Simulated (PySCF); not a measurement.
# C5H3FN2O: magnetic properties

Computed with PySCF 2.14.0 and routines of our own; the level stands in each step. Atoms count from 0.

## 1. The starting structure

12 atoms, charge 0, multiplicity 1; geometry from: GFN2-xTB.

## 2. Magnetic properties: GIAO B97-2/pcSseg-1

What the job is given:

```
{"job": {"kind": "mag", "xc": "B97-2", "basis": "pcSseg-1", "isotopologues": 0}, "charge": 0, "multiplicity": 1}
C     -1.191150    -0.985072     0.094833
C     -0.260673     0.169613     0.083051
C      1.136733     0.196147    -0.218113
C      1.925032    -0.917517    -0.575597
N      2.512423    -1.856913    -0.860649
N      1.623760     1.412412    -0.122261
O      0.614208     2.224452     0.233237
C     -0.493635     1.487583     0.352796
F     -1.600266     2.111780     0.698053
H     -0.852823    -1.733389     0.810183
H     -2.190786    -0.656036     0.366247
H     -1.221624    -1.453747    -0.887806
```

Method: GIAO B97-2/pcSseg-1 magnetisability, rotational g tensor and spin-rotation constants, non-relativistic, gas phase.

The run is started by

```bash
OMP_NUM_THREADS=1 python excited_run.py task.json out
```

One launch serves the whole session: the jobs run in the order shown.

Q: Estimate the wall time and peak memory of this first job on 1 thread of Arm Neoverse N1, shared host.

About 37 s, with a peak of 0.74 GiB.
